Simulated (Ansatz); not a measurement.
# Ir (Fm-3m): band structure from a Python script

Does Ir (Fm-3m) have a gap, and where are its band edges? Wanted for Ir (Fm-3m): a band structure.

The COD entry's cell or inner coordinates are ideal or old and differ from later refinements, so a difference from it is no clean test against experiment.

Computed with the Python package of Ansatz 0.2.0. Level of theory: DFT PBE, plane waves, PAW.

## (1) The system

It takes space group Fm-3m (No. 225, cubic). The conventional cell has a = 3.831 Å, b = 3.831 Å, c = 3.831 Å, α = 90.00°, β = 90.00°, γ = 90.00°. Around Ir (site symmetry m-3m) lie 12 Ir at 2.71 Å.

No structure file is read: the coordinates are typed or built in the script.

## (2) The code

Contents of ir.py:

```python
"""Band structure of Ir."""

import ansatz
import matplotlib.pyplot as plt
import numpy as np

params = {
    "filling": "Fermi-Dirac",
    "xc": "PBE",
    "n_empty": 6,
}


def main() -> None:
    vectors = np.array([
        [0.0, 1.9156, 1.9156],
        [1.9156, 0.0, 1.9156],
        [1.9156, 1.9156, 0.0],
    ])
    system = ansatz.Lattice.of(vectors).atom("Ir", (0.0, 0.0, 0.0))

    # vertices of the path, as fractions of the reciprocal vectors
    path = [
        ("K", (0.375, 0.375, 0.75)),
        ("G", (0.0, 0.0, 0.0)),
        ("L", (0.5, 0.5, 0.5)),
        ("W", (0.5, 0.25, 0.75)),
        ("X", (0.5, 0.0, 0.5)),
    ]
    base = (
        system.calculation()
        .occupations(params["filling"])
        .kpoints(12)
        .functional(params["xc"])
        .basis(31 * ansatz.Ry)
        .band_structure([point for _, point in path], intervals=10)
        .scf(extra_bands=params["n_empty"])
        .forces()
    )
    def show(event):
        row = event["data"]
        if event["event"] == "scf_iter" and row.get("harris_foulkes_ev") is not None:
            print(f"  iteration {row['iter']:3d}  Harris-Foulkes {row['harris_foulkes_ev']:.5f} eV  residual {row['dr2_ev']:.2e}")


    result = base.session().plan().execute(on_event=show)
    summary = result.report

    for key in ("converged", "n_iterations", "n_electrons", "n_kpoints", "n_pw", "n_symmetry_ops", "free_energy_ev", "fermi_energy_ev"):
        print(f"{key:18s} {summary[key]}")

    if result.unlabelled_reasons:
        print("not a label:", result.unlabelled_reasons)
    else:
        print(result.training_frame().splitlines()[0], "atoms in the frame")

    bands = result.band_structure()
    fermi = bands.fermi_energy_ev
    print(f"zero of the bands: {fermi:.3f} eV, the Fermi level found on the SCF mesh")
    reciprocal = 2 * np.pi * np.linalg.inv(result.lattice.cell_ang).T
    steps = np.linalg.norm(np.diff(bands.kpoints_frac @ reciprocal, axis=0), axis=1)
    distance = np.concatenate([[0], np.cumsum(steps)])
    fig, ax = plt.subplots(figsize=(5, 4))
    for channel, colour in zip(bands.channels, ("C0", "C3")):
        ax.plot(distance, channel.eigenvalues_ev - fermi, colour, lw=1)
    ax.set_xticks(distance[::10], [label for label, _ in path])
    ax.set(ylim=(-6, 6), ylabel="E - E_F (eV)", xlim=(0, distance[-1]))
    ax.grid(axis="x")
    fig.savefig("bands.png", dpi=100)
    first = bands.channels[0].eigenvalues_ev - fermi
    near = np.argsort(np.abs(first.mean(axis=0)))[:4]
    for band in sorted(near):
        print(f"band {band + 1}: {first[:, band].min():.3f} to {first[:, band].max():.3f} eV")


if __name__ == "__main__":
    main()
```

## (3) Running it

Command:

```sh
python ir.py
```

**Question.** What results will this script give? Wanted: free energy; largest force; bands on the path.

The runs gave:

| quantity | value |
| --- | --- |
| free energy | -11935.3227 eV |
| largest force | 0.000 eV/Å |
| bands on the path | cross the Fermi level |

What this shows: Bands cross the Fermi level along the path, so it is a metal at this level. All forces vanish by symmetry. What to keep in mind:
- No spin polarisation was allowed.
- For a metal this k-point mesh is coarse: on a finer one energies can move by several to tens of meV an atom and pressures by half a GPa or more, differences at one mesh by less.
- The zero of the levels is a convention of the potentials, so an absolute Fermi energy is no work function.
- Of the deposited cell: the entry's cell lengths or inner coordinates differ somewhat from later room-temperature determinations.
- Gaps and levels are Kohn-Sham values on a finite set of k-points, without spin-orbit coupling.
